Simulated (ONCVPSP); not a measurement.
**Pseudopotential generation for Cl: ONCV, PBE**

Aim: build the potential from the settings below, then test how well it stands in for the atom: other configurations, scattering, ghost states and the plane-wave cutoff that it needs.

Method: ONCVPSP 4.0.1.1 (patched build), PBE, scalar-relativistic.

**1. The design**

The settings as typed:

* element: chlorine (Cl, Z = 17)
* type: optimised norm-conserving Vanderbilt (ONCV)
* frozen core: [Ne]
* valence charge: 7
* reference configuration: 3s2 3p5
* partial waves: 3s: rc 1.15 bohr, ncon 4, nbas 8, qcut 4.9 1/bohr, 2 projectors, debl 0.6 Ha; 3p: rc 1.05 bohr, ncon 3, nbas 7, qcut 9.5 1/bohr, 2 projectors, debl 2.3 Ha; d scattering state at 0.33 Ha: rc 1.05 bohr, ncon 4, nbas 7, qcut 8.9 1/bohr, 2 projectors, debl 0.7 Ha
* local potential: polynomial inside 0.65 bohr (lpopt 3, dvloc0 2 Ha)
* core correction: not asked for

The outer shells as boxes (Hund's rule for the drawing; the calculation is spin-unpolarised):

```
[Ne] core
3s [↑↓]
3p [↑↓][↑↓][↑ ]
```

The nodes and maxima of the atom's own shells, from an earlier all-electron run, set the scale for the radii.

All-electron outer shells of the reference configuration (PBE, scalar-relativistic, ld1.x):

| shell | level (eV) | outermost node (bohr) | outermost maximum (bohr) |
| --- | --- | --- | --- |
| 2s | -252.70 | 0.12 | 0.36 |
| 2p | -191.63 | – | 0.30 |
| 3s | -20.69 | 0.55 | 1.29 |
| 3p | -8.59 | 0.53 | 1.43 |

**2. The generation run**

File Cl.dat:

```
# ATOM AND REFERENCE CONFIGURATION
# atsym  z   nc   nv     iexc    psfile
  Cl 17.00    3    2        4      upf
#
#   n    l    f
    1    0    2.00
    2    0    2.00
    2    1    6.00
    3    0    2.00
    3    1    5.00
#
# PSEUDOPOTENTIAL AND OPTIMIZATION
# lmax
    2
#
#   l,   rc,      ep,       ncon, nbas, qcut
    0    1.15    0.00    4    8    4.90
    1    1.05    0.00    3    7    9.50
    2    1.05    0.33    4    7    8.90
#
# LOCAL POTENTIAL
# lloc, lpopt,  rc(5),   dvloc0
    4    3    0.65    2.00
#
# VANDERBILT-KLEINMAN-BYLANDER PROJECTORs
# l, nproj, debl
    0    2    0.60
    1    2    2.30
    2    2    0.70
#
# MODEL CORE CHARGE
# icmod, fcfact, rcfact
    0    0.00    0.00
#
# LOG DERIVATIVE ANALYSIS
# epsh1, epsh2, depsh
   -2.00    5.00    0.02
#
# OUTPUT GRID
# rlmax, drl
    6.00    0.01
#
# TEST CONFIGURATIONS
# ncnf
    4
# nvcnf
#   n    l    f
    2
    3    0    2.00
    3    1    4.00
#
    2
    3    0    2.00
    3    1    3.00
#
    2
    3    0    2.00
    3    1    2.00
#
    2
    3    0    2.00
    3    1    1.00
#
```

On the command line:

```console
$ oncvpsp.x < Cl.dat > Cl.out
```

Before running it: what results should come out? Wanted: cutoffs for 1 and 0.1 mHa per electron, occupied waves; bound ghosts; GHOST(+) flags; largest test error; largest phase difference near zero energy, channels read; projector energies reset by the program.

**Answer**, as computed:

| quantity | value |
| --- | --- |
| cutoffs for 1 and 0.1 mHa per electron, occupied waves | 33 Ha and 65 Ha |
| bound ghosts | p at -108.11 eV |
| GHOST(+) flags | s at 87 eV, d at 2116 eV |
| largest test error (AE − PS) | +85 meV, for 3s2 3p1 |
| largest phase difference near zero energy, channels read | 0.000 rad |
| projector energies reset by the program | s: -0.760, 0.250 Ha |

What this shows: A bound ghost (p) makes it unfit for use: electrons can fall into a state that the atom doesn't have. By total energies transferability is fair: the largest error is 85 meV on 129.9 eV, for 3s2 3p1. That test lies far up in energy; among those under 40 eV, nearer to bonding, the largest error is 2.7 meV. It counts as of middling hardness, with 33 Ha needed at the looser tolerance. At the looser tolerance the 3p wave is the slowest; 3s needs 25 Ha. That counts occupied waves only; other projectors can need more. Near zero energy the phases of the channels with partial waves agree within 0.001 rad. The program also flags highly localised states, GHOST(+) (s, d). All of this concerns the isolated atom, not yet a solid.
